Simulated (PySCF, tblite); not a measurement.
# C4H13NPSi2−: infrared bands and NMR shifts

What infrared bands and NMR shifts should C4H13NPSi2− (`[SiH3]N([SiH3])[P-]C1CCC1`) show?

Computed with tblite 0.8.0 and PySCF 2.14.0, with density-fitted response routines of our own, on a single molecule in the gas phase. Atoms are numbered from 0 throughout.

**1. The molecule as given**

21 atoms, charge -1, multiplicity 1; geometry from: GFN2-xTB.

Bonds of the start (Å): Si0–N1 1.70, N1–Si2 1.72, N1–P3 1.77, P3–C4 1.89, C4–C5 1.55, C5–C6 1.53, C6–C7 1.53, C7–C4 1.54, Si0–H8 1.47, Si0–H9 1.48, Si0–H10 1.47, Si2–H11 1.47, Si2–H12 1.51, Si2–H13 1.47, C4–H14 1.10, C5–H15 1.09, C5–H16 1.09, C6–H17 1.09, C6–H18 1.09, C7–H19 1.09, C7–H20 1.09.

**2. Infrared spectrum with GFN2-xTB**

Job settings and geometry (Å):

```
{"job": {"kind": "ir", "xc": "GFN2-xTB", "basis": "xTB"}, "charge": -1, "multiplicity": 1}
Si    -1.894020    -1.563902     1.120558
N     -1.855291    -0.582402    -0.262916
Si    -2.563469     0.930259    -0.693726
P     -0.458190    -0.337574    -1.329984
C      0.706365     0.452700    -0.075581
C      1.582849    -0.503980     0.764886
C      2.833107     0.023965     0.050609
C      1.980548     1.055908    -0.696563
H     -1.335351    -2.884513     0.804566
H     -1.168416    -1.060202     2.312545
H     -3.305914    -1.694089     1.518545
H     -3.065156     0.879346    -2.069610
H     -3.799685     1.035321     0.166910
H     -1.829808     2.160725    -0.345577
H      0.131897     1.156917     0.538587
H      1.371028    -1.560470     0.604946
H      1.565654    -0.300700     1.837734
H      3.302001    -0.707510    -0.606947
H      3.598750     0.444668     0.707012
H      2.173915     2.091281    -0.408711
H      2.020265     0.981194    -1.783052
```

**Question.** This job is followed by: GIAO PBE0/pcSseg-1 NMR shielding, non-relativistic, gas phase. What will the session give for the following? strongest single infrared mode (GFN2-xTB); zero-point energy (GFN2-xTB); ¹³C shifts against TMS (PBE0/pcSseg-1, means over atoms taken as alike); ¹H shifts against TMS (PBE0/pcSseg-1, means over atoms taken as alike); ²⁹Si shifts against TMS (PBE0/pcSseg-1, means over atoms taken as alike); ¹⁵N shifts against NH3 (PBE0/pcSseg-1); ³¹P shifts against H3PO4 (PBE0/pcSseg-1).

**Answer**, as computed:

| quantity | value |
| --- | --- |
| strongest single infrared mode (GFN2-xTB) | 1823 cm⁻¹, 734 km/mol |
| zero-point energy (GFN2-xTB) | 95.3 kcal/mol |
| ¹³C shifts against TMS (PBE0/pcSseg-1, means over atoms taken as alike) | 44.3, 32.0, 18.4 ppm |
| ¹H shifts against TMS (PBE0/pcSseg-1, means over atoms taken as alike) | 5.06, 2.58, 2.46, 1.94, 1.70, 1.65 ppm |
| ²⁹Si shifts against TMS (PBE0/pcSseg-1, means over atoms taken as alike) | -101.4 ppm |
| ¹⁵N shifts against NH3 (PBE0/pcSseg-1) | -6.1 ppm |
| ³¹P shifts against H3PO4 (PBE0/pcSseg-1) | 148.4 ppm |

In words: The lowest mode is imaginary (31i cm⁻¹), so the xTB geometry is not a minimum. The strongest single mode, at 1823 cm⁻¹, moves mainly H12. GFN2-xTB is a fitted tight-binding method: band positions and strengths are rough. Its intensities can rank the bands wrongly. At PBE0/pcSseg-1: The widest tensor belongs to P3: span 426 ppm, with a paramagnetic part of -799 ppm. At PBE0/pcSseg-1 the HOMO lies above zero (+0.09 eV), as often for anions in the gas phase: self-interaction error lifts it, or the electron is held by the finite basis alone; counter-ions and solvent are missing.
